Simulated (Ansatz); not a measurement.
# Cl2GeH3In: a ladder of functionals and wavefunction methods

The task here is to estimate one member of a computed series from the others.

Program: Ansatz 0.2.0, Gaussian basis. Level of theory: functionals in def2-TZVPP, the program's frozen cores in correlated methods. These are calculated values, not measurements.

Plan: LDA (SPW92), PBE-D4, revPBE-D4, BLYP-D4, r2SCAN-D4, B97M-V, PBE0-D4, B3LYP-D4, r2SCANh-D4, r2SCAN0-D4, HSE06-D4, BHLYP-D4, CAM-B3LYP-D4, LC-ωPBE, ωB97X-V, ωB97M-V, B2PLYP, PBE-QIDH; CCSD(T)/def2-SVP; CCSD(T)/def2-TZVPP; MP2/def2-QZVPP; extrapolation to the limit; RPA on PBE.

## Structure used throughout

An earlier PBE0-D4 in a triple-zeta def2 set relaxation fixed the geometry. In takes the def2 core potential; no spin-orbit term is included.

SMILES `[Cl][In]([Cl])[GeH3]`, 7 atoms, charge 0, spin multiplicity 1.

Atoms are counted from 1 here; the program's logs count them from 0.

Bond lengths: Cl1–In2 2.327 Å, In2–Cl3 2.327 Å, In2–Ge4 2.585 Å, Ge4–H5 1.533 Å, Ge4–H6 1.533 Å, Ge4–H7 1.534 Å. Angles: Cl1–In2–Cl3 110.8°, Cl1–In2–Ge4 124.5°, Cl3–In2–Ge4 124.7°, In2–Ge4–H5 109.2°, In2–Ge4–H6 108.9°, In2–Ge4–H7 108.1°, H5–Ge4–H6 110.5°, H5–Ge4–H7 110.2°, H6–Ge4–H7 109.9°.

The first run:

The input, in.yaml:

```yaml
crystal:
  periodic: [false, false, false]
  atoms:
    - {symbol: Cl, position_ang: [-1.091182, -2.639156, 1.556286]}
    - {symbol: In, position_ang: [0.336841, -1.193361, 0.423085]}
    - {symbol: Cl, position_ang: [2.427717, -2.168398, 0.120221]}
    - {symbol: Ge, position_ang: [-0.319334, 1.166050, -0.403129]}
    - {symbol: H, position_ang: [0.950578, 1.944079, -0.764555]}
    - {symbol: H, position_ang: [-1.092648, 1.884723, 0.708660]}
    - {symbol: H, position_ang: [-1.211992, 1.006065, -1.640567]}
basis:
  gaussian: {orbitals: def2-TZVPP}
hamiltonian: {xc: lda}
output: {orbitals: {seedname: orbitals}}
```

Among the steps run: LDA; PBE-D4 (GGA); revPBE-D4 (GGA); BLYP-D4 (GGA); r2SCAN-D4 (meta-GGA); B97M-V (meta-GGA); PBE0-D4 (hybrid); B3LYP-D4 (hybrid); r2SCANh-D4 (hybrid); r2SCAN0-D4 (hybrid); HSE06-D4 (hybrid); BHLYP-D4 (hybrid); CAM-B3LYP-D4 (range-separated); LC-ωPBE (range-separated); ωB97X-V (range-separated); ωB97M-V (range-separated); B2PLYP (double hybrid); PBE-QIDH (double hybrid).

One table of the session follows, with a row left open; its other results are not shown here.

It belongs to the step «Frontier levels by functional». 

| functional | HOMO (eV) | LUMO (eV) | gap (eV) |
| --- | --- | --- | --- |
| LDA (SPW92) | -7.26 | -3.01 | 4.26 |
| PBE-D4 | -7.11 | -2.74 | 4.37 |
| revPBE-D4 | -7.05 | -2.62 | 4.43 |
| BLYP-D4 | -6.94 | -2.67 | 4.26 |
| r2SCAN-D4 | ? | ? | ? |
| B97M-V | -7.47 | -2.79 | 4.67 |
| PBE0-D4 | -8.26 | -2.07 | 6.19 |
| B3LYP-D4 | -8.02 | -2.30 | 5.72 |
| r2SCANh-D4 | -7.84 | -2.35 | 5.48 |
| r2SCAN0-D4 | -8.46 | -1.99 | 6.47 |
| HSE06-D4 | -7.87 | -2.43 | 5.44 |
| BHLYP-D4 | -9.23 | -1.40 | 7.83 |
| CAM-B3LYP-D4 | -9.46 | -1.20 | 8.26 |
| LC-ωPBE | -10.75 | -0.11 | 10.64 |
| ωB97X-V | -10.42 | -0.26 | 10.17 |
| ωB97M-V | -10.26 | -0.45 | 9.81 |

**Question.** Estimate the row for r2SCAN-D4.

Worked estimate for «HOMO (eV)». Against the share of exact exchange, r2SCANh-D4 (0.1, -7.84), r2SCAN0-D4 (0.25, -8.46) give a slope of -4.13 per unit share; at 0 the line stands at -7.43.

**Answer.** HOMO (eV): -7.42; LUMO (eV): -2.60; gap (eV): 4.82. In «HOMO (eV)» the line misses by -0.01.
